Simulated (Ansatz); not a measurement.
What does this script print? It uses Ansatz 0.2.0, Python API.

`c2h3br_torsion.py`:
```python
from dataclasses import dataclass

import ansatz as az
from ase import Atoms


@dataclass
class Settings:
    basis_set: str = "def2-SVP"
    xc: str = "HF"
    fmax: float = 0.02


settings = Settings()

atoms = Atoms(["C", "C", "Br", "H", "H", "H"], positions=[
    [-0.5175, 0.1617, -0.4558],
    [0.4245, 0.0004, 0.3984],
    [1.1669, -1.6477, 0.7142],
    [-0.9185, -0.5955, -1.0501],
    [-0.9739, 1.1928, -0.6335],
    [0.8606, 0.8243, 0.9807],
])

first = az.Crystal.molecule_from_ase(atoms).calculation()
first = first.basis(gaussian=settings.basis_set).functional(settings.xc)
first = first.relax(force_tolerance=settings.fmax, max_steps=80)
atoms.positions = first.run(threads=1).report["positions_ang"]

start = atoms.get_dihedral(2, 1, 0, 3)
energies = {}
for turn in range(0, 360, 40):
    turned = atoms.copy()
    turned.set_dihedral(2, 1, 0, 3, start + turn, indices=[0, 3, 4])
    base = az.Crystal.molecule_from_ase(turned).calculation()
    base = base.basis(gaussian=settings.basis_set)
    base = base.functional(settings.xc)
    energies[round((start + turn) % 360)] = base.run(threads=1).report["free_energy_ev"]
floor = min(energies.values())
print("dihedral Br2-C1-C0-H3 (deg)   E - E(min) (kJ/mol)")
for angle, e in sorted(energies.items()):
    print(f"{angle:8d} {96.485332 * (e - floor):14.3f}  " + "#" * int(30 * (e - floor) / max(max(energies.values()) - floor, 1e-9)))
```

```console
$ python c2h3br_torsion.py
dihedral Br2-C1-C0-H3 (deg)   E - E(min) (kJ/mol)
      40         89.565  #######
      80        347.584  #############################
     120        200.242  #################
     160         23.513  ##
     200         23.501  ##
     240        200.206  #################
     280        347.629  ##############################
     320         89.590  #######
     360          0.000
```

The scan is rigid and the energies are electronic, in a modest basis. With rigid groups the curve can differ much from the relaxed path, the start wasn't checked as a minimum of this torsion, and equivalent turns needn't return to the same energy. The whole script took 15 s on 1 thread of Arm Neoverse V1, on a shared host, peak memory 0.21 GiB.
